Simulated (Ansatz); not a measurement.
# TiPt3: the cost of one run

Program: Ansatz 0.2.0. Level of theory: DFT, PBE, no spin polarisation, plane waves, PAW. These are calculated values, not measurements.

## Step 1: The system as given

The structure is cubic, space group Pm-3m (No. 221). Conventional cell: a = 3.910 Å, b = 3.910 Å, c = 3.910 Å, α = 90.00°, β = 90.00°, γ = 90.00°. Around Ti (site symmetry m-3m) lie 12 Pt at 2.76 Å. Pt (site symmetry 4/mmm) is surrounded by 4 Ti at 2.76 Å and 8 Pt at 2.76 Å.

Its coordinates follow in the input file.

The first density is read from a saved solution for the starting cell.

## Step 2: Relaxing

input.yaml

```yaml
crystal:
  lattice:
    - [3.909778, 0.0, 0.0]
    - [0.0, 3.909778, 0.0]
    - [0.0, 0.0, 3.909778]
  atoms:
    - { symbol: Ti, position: [0.0, 0.0, 0.0] }
    - { symbol: Pt, position: [0.0, 0.5, 0.5] }
    - { symbol: Pt, position: [0.5, 0.0, 0.5] }
    - { symbol: Pt, position: [0.5, 0.5, 0.0] }
  symmetry: { tolerance: 0.0003 }
kpoints:
  mp_grid: { grid: [9, 9, 9], shift: [0, 0, 0] }
magnetization:
  spin_polarized: false
scf:
  occupations: { method: fermi_dirac }
  lower_state_search: "off"
hamiltonian:
  pseudopotentials: { kind: paw }
  xc: pbe
basis:
  ecutwfc: 420
  fft_grid_basis: typed
relax:
  max_steps: 40
  cell: { p_target: 0.0 }
output:
  forces: true
  stress: true
  eigenvalues: true
  bader: true
  populations: true
  elf: true
  write_potential: true
  volumetric_format: npy
  dos:
    e_range: [-12, 8]
    de: 0.05
    projected: { site_lists: { Pt: [Pt], Ti: [Ti] } }
  write_density: true
checkpoint:
  read: saved_state
```

Launch:

```bash
$ ansatz run input.yaml --threads 2 --pin off --max-ram 3584MiB --backend cpu --events-out ev --progress --plain --runs-dir out
```

Q: Estimate wall time and peak memory on 2 threads of an Arm CPU, shared host.

About 23 s, with a peak of 0.4 GiB.
